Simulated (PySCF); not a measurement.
# PrSi: bond curves at several levels of theory

The task here is to estimate one member of a computed series from the others.

Method: Pr x2c-SVPall, Si x2c-SVPall, spin-free X2C with a Gaussian nucleus; program: PySCF 2.14.0.

1 further run of the same task is left out (it didn't finish).

Set-up of the first run:

The job is set up so:

```yaml
atoms: Pr, Si
charge: 0
basis: Pr x2c-SVPall, Si x2c-SVPall
Hamiltonian: spin-free X2C with a Gaussian nucleus
basis_functions: 103
electrons_treated: 73
masses_in_u: 140.9076, 27.9769
levels: PBE0, PBE, r²SCAN, TPSS, PBEsol, HSE06
grid: 80 radial by 434 angular points
occupations: held fixed by the projection of orbital angular momentum
dissociation_limit: Pr + Si, each in its ground configuration
starting_distance_in_angstrom: 2.685
values_of_2S_to_try: 1, 3, 5, 7
```

On the command line:

```
OMP_NUM_THREADS=2 python dia.py task.json out
```

Among the steps run: Set-up; The PBE0 curve of the state that the search chose; Excited determinants; PBE (GGA); r²SCAN (meta-GGA); TPSS; PBEsol; HSE06 (range-separated hybrid).

One table of the session follows, with a row left open; its other results are not shown here.

| level | Re (Å) | ωe (cm⁻¹) | De (eV) | μ (D) |
| --- | --- | --- | --- | --- |
| PBE | 2.808 | 255.1 | 2.44 | -4.26 |
| PBEsol | ? | ? | ? | ? |
| TPSS | 2.812 | 258.9 | 2.46 | -4.96 |
| PBE0 | 2.848 | 229.4 | 2.06 | -4.02 |
| HSE06 | 2.844 | 226.7 | 2.06 | -4.07 |

Estimate the missing values for PBEsol.

The run gave: Re (Å): 2.776; ωe (cm⁻¹): 264.0; De (eV): 2.66; μ (D): -4.19. In the column «Re (Å)» it is the lowest.

De is counted to Pr + Si in their ground configurations.
